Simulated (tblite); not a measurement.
# C2H5F5GeOSi: the cost of one run

Programs: tblite 0.8.0 and PySCF 2.14.0, with density-fitted response routines of our own. Each step states its level of theory. These are calculated values for one molecule in the gas phase, unless marked as measured. Atoms count from 0, in the outputs and in this text.

### Step 1. Starting geometry

15 atoms, charge 0, multiplicity 1; geometry from: force field or distance geometry start.

Bonds of the start (Å): F0–C1 1.39, C1–F2 1.39, C1–F3 1.38, C1–C4 1.52, C4–F5 1.38, C4–F6 1.39, C4–Ge7 1.96, Ge7–O8 1.80, O8–Si9 1.71, Ge7–H10 1.54, Ge7–H11 1.55, Si9–H12 1.48, Si9–H13 1.48, Si9–H14 1.48.

### Step 2. Geometry optimisation with GFN2-xTB

What the job is given:

```
{"job": {"kind": "relax", "xc": "GFN2-xTB", "basis": "xTB"}, "charge": 0, "multiplicity": 1}
F     -2.092200    -0.650600     1.678200
C     -2.240900    -0.698100     0.293200
F     -1.588600    -1.838200    -0.169000
F     -3.581500    -0.777400    -0.018500
C     -1.639200     0.548800    -0.329600
F     -2.306100     1.670100     0.128000
F     -1.782400     0.487900    -1.714700
Ge     0.266700     0.728100     0.091700
O      1.158900    -0.673800    -0.596100
Si     2.785300    -0.442400    -0.117800
H      0.788700     2.041200    -0.531600
H      0.428200     0.761900     1.630100
H      2.890800    -0.438800     1.355700
H      3.607700    -1.545700    -0.654700
H      3.300000     0.834800    -0.663900
```

Launch:

```bash
$ OMP_NUM_THREADS=1 python probes_run.py task.json out
```

This one command runs all jobs of the session in turn.

Q: Estimate the wall time and peak memory of this first job on 1 thread of Intel Xeon Platinum 8488C, shared host.

About 1.1 s, with a peak of 0.18 GiB.
